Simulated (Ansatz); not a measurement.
# SnSe: up Jacob's ladder to CCSD(T)

The task here is to estimate one member of a computed series from the others.

Computed with Ansatz 0.2.0, Gaussian basis. Level: functionals in def2-TZVPP, the program's frozen cores in correlated methods.

The runs, in order: LDA (SPW92), PBE-D4, revPBE-D4, BLYP-D4, r2SCAN-D4, B97M-V, PBE0-D4, B3LYP-D4, r2SCANh-D4, r2SCAN0-D4, HSE06-D4, BHLYP-D4, CAM-B3LYP-D4, LC-ωPBE, ωB97X-V, ωB97M-V, B2PLYP, PBE-QIDH; CCSD(T)/def2-SVP; CCSD(T)/def2-TZVPP; CCSD(T)/def2-QZVPP; extrapolation to the limit; RPA on PBE.

### Structure used throughout

An earlier PBE0-D4 in a triple-zeta def2 set relaxation fixed the geometry. Sn takes the def2 core potential; no spin-orbit term is included.

SMILES `[Se][Sn]`, 2 atoms, charge 0, spin multiplicity 1.

Atoms are counted from 1 here; the program's logs count them from 0.

Bond lengths: Se1–Sn2 2.325 Å.

The first run:

in.yaml

```yaml
crystal:
  periodic: [false, false, false]
  atoms:
    - {symbol: Se, position_ang: [0.000000, 0.000000, 0.006481]}
    - {symbol: Sn, position_ang: [-0.000000, -0.000000, 2.331859]}
basis:
  gaussian: {orbitals: def2-TZVPP}
hamiltonian: {xc: lda}
output: {orbitals: {seedname: orbitals}}
```

Started as:

```console
$ ansatz run in.yaml --threads 4 --pin off --events-out ev --progress --plain --max-ram 10444MiB
```

Among the steps run: LDA; PBE-D4 (GGA); revPBE-D4 (GGA); BLYP-D4 (GGA); r2SCAN-D4 (meta-GGA); B97M-V (meta-GGA); PBE0-D4 (hybrid); B3LYP-D4 (hybrid); r2SCANh-D4 (hybrid); r2SCAN0-D4 (hybrid); HSE06-D4 (hybrid); BHLYP-D4 (hybrid); CAM-B3LYP-D4 (range-separated); LC-ωPBE (range-separated); ωB97X-V (range-separated); ωB97M-V (range-separated); B2PLYP (double hybrid); PBE-QIDH (double hybrid).

One of the session's tables, all rows but one given; the rest of the session is left out.

It belongs to the step «Frontier levels by functional». 

```
  functional  HOMO (eV)  LUMO (eV)  gap (eV)
 LDA (SPW92)      -6.34      -3.40      2.93
      PBE-D4      -6.14      -3.18      2.96
   revPBE-D4      -6.07      -3.10      2.97
     BLYP-D4      -5.96      -3.08      2.88
   r2SCAN-D4      -6.40      -3.13      3.27
      B97M-V      -6.25      -3.07      3.18
     PBE0-D4      -7.07      -2.55      4.52
    B3LYP-D4          ?          ?         ?
  r2SCANh-D4      -6.74      -2.89      3.85
  r2SCAN0-D4      -7.26      -2.54      4.72
    HSE06-D4      -6.68      -2.91      3.77
    BHLYP-D4      -7.83      -1.86      5.97
CAM-B3LYP-D4      -8.19      -1.66      6.53
     LC-ωPBE      -9.41      -0.70      8.71
     ωB97X-V      -9.12      -0.74      8.37
     ωB97M-V      -9.02      -0.85      8.17
```

Q: Estimate the row for B3LYP-D4 from the others.

Worked estimate for «HOMO (eV)». Against the share of exact exchange, BLYP-D4 (0, -5.96), BHLYP-D4 (0.5, -7.83) give a slope of -3.74 per unit share; at 0.2 the line stands at -6.71.

**Answer.** HOMO (eV): -6.86; LUMO (eV): -2.74; gap (eV): 4.12. In «HOMO (eV)» the line misses by +0.15.
